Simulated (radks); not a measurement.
# He inside a hard spherical wall

An exercise on one series of results from a longer session: the logs are not shown, and one member is left open.

Program: radks (a radial shooting solver on a logarithmic mesh, Libxc functionals) version 1. Level of theory: non-relativistic Kohn-Sham, r2SCAN, spin-unpolarised, spherical densities, point nucleus. These are calculated values, not measurements, unless marked.

## What is computed

```
element       : helium (Z = 2)
charge        : 0
electrons     : 2
configuration : [He]
```

The outer shells:

He
```
1s [↑↓]
```

Set-up of the first run:

The run's settings:

```text
Z 2
configuration [He] 2s0 2p0
relativity non-relativistic
functional r2scan,r2scan
spin unpolarised
nucleus point
```

Among the steps run: The free atom; Wall at 15 bohr; Wall at 10 bohr; Wall at 3.5 bohr; Wall at 3 bohr; Wall at 2.5 bohr; Wall at 2 bohr.

One of the session's tables, all rows but one given; the rest of the session is left out.

```
R (bohr)  E − E(free) (eV)  ε(1s) (eV)
    free             0.000     -16.537
      15             0.000     -16.537
      10             0.000     -16.537
     3.5                 ?           ?
       3             0.911     -14.950
     2.5             2.712     -12.747
       2             8.311      -7.298
```

Estimate the missing values for R (bohr) = 3.5.

Worked estimate for «E − E(free) (eV)». A straight line through the neighbours (10, 0.000) and (3, 0.911) gives 0.000 + (0.911 − 0.000) × (3.5 − 10) / (3 − 10) = 0.846; a parabola fitted to 4 rows on both sides gives 1.524.

The run gave: E − E(free) (eV): 0.309; ε(1s) (eV): -15.877. In «E − E(free) (eV)» the line misses by +0.537 and the parabola by +1.215. Between these rows the values bend or scatter more than so simple an estimate can follow.

Shells are not refilled when levels cross, and a hard wall is a model, not a crystal.
